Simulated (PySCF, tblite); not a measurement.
# CH2BF3O: geometry, infrared bands, NMR shifts and spin-spin couplings

Aim: predict the infrared bands, NMR shifts and spin-spin couplings of CH2BF3O (`FCOB(F)F`).

Programs: tblite 0.8.0 and PySCF 2.14.0, with density-fitted response routines of our own. Each step states its level of theory. These are calculated values for one molecule in the gas phase, unless marked as measured. Atoms are numbered from 0 throughout.

## (1) The molecule as given

8 atoms, charge 0, multiplicity 1; geometry from: force field or distance geometry start.

Bonds of the start (Å): F0–C1 1.40, C1–O2 1.38, O2–B3 1.44, B3–F4 1.45, B3–F5 1.46, C1–H6 1.11, C1–H7 1.10.

## (2) Optimising the geometry with GFN2-xTB

The job: settings as JSON, then the geometry in Å.

```
{"job": {"kind": "relax", "xc": "GFN2-xTB", "basis": "xTB"}, "charge": 0, "multiplicity": 1}
F     -1.282500    -1.261500     0.467600
C     -1.101500     0.118200     0.319300
O      0.138400     0.367700    -0.227900
B      1.260600    -0.121700     0.535100
F      2.060600    -1.137900    -0.130300
F      2.085300     0.901300     1.168600
H     -1.292200     0.671700     1.268200
H     -1.859500     0.471500    -0.390400
```

Launch:

```
$ OMP_NUM_THREADS=1 python probes_run.py task.json out
```

One launch serves the whole session: the jobs run in the order shown.

**Question.** This job is followed by: GFN2-xTB harmonic vibrations, gas phase; GIAO PBE0/pcSseg-1 NMR shielding, non-relativistic, gas phase; B3LYP/pcJ-1 indirect spin-spin coupling, non-relativistic, gas phase. What will the session give for the following? strongest single infrared mode (GFN2-xTB); zero-point energy (GFN2-xTB); 13C shifts against TMS (PBE0/pcSseg-1); 1H shifts against TMS (PBE0/pcSseg-1, means over atoms taken as alike); 19F shifts against CFCl3 (PBE0/pcSseg-1, means over atoms taken as alike); 17O shifts against H2O (PBE0/pcSseg-1); 11B shifts against BF3·OEt2 (PBE0/pcSseg-1); largest coupling of the table (B3LYP/pcJ-1).

The runs gave:

| quantity | value |
| --- | --- |
| strongest single infrared mode (GFN2-xTB) | 1373 cm⁻¹, 552 km/mol |
| zero-point energy (GFN2-xTB) | 26.7 kcal/mol |
| 13C shifts against TMS (PBE0/pcSseg-1) | 101.9 ppm |
| 1H shifts against TMS (PBE0/pcSseg-1, means over atoms taken as alike) | 5.94 ppm |
| 19F shifts against CFCl3 (PBE0/pcSseg-1, means over atoms taken as alike) | -130.5, -165.2 ppm |
| 17O shifts against H2O (PBE0/pcSseg-1) | 130.6 ppm |
| 11B shifts against BF3·OEt2 (PBE0/pcSseg-1) | 12.9 ppm |
| largest coupling of the table (B3LYP/pcJ-1) | 1J(F,C) F0–C1, -284.1 Hz |

The optimisation took 71 steps and gained 1.661 eV; among the close pairs (by a distance rule), B3–F4 changed most, from 1.454 to 1.312 Å. All 18 modes are real, so the xTB geometry is a minimum. The strongest single mode, at 1373 cm⁻¹, moves mainly B3. GFN2-xTB is a fitted tight-binding method: band positions and strengths are rough. Its intensities can rank the bands wrongly. At PBE0/pcSseg-1: The widest tensor belongs to F0: span 230 ppm, with a paramagnetic part of -136 ppm. In the run at B3LYP/pcJ-1, the largest coupling of the table is F0–C1, -284.1 Hz, of which the Fermi-contact term gives -300.8 Hz. Density functionals describe couplings to fluorine poorly, F–F couplings above all, so those rows are rough.
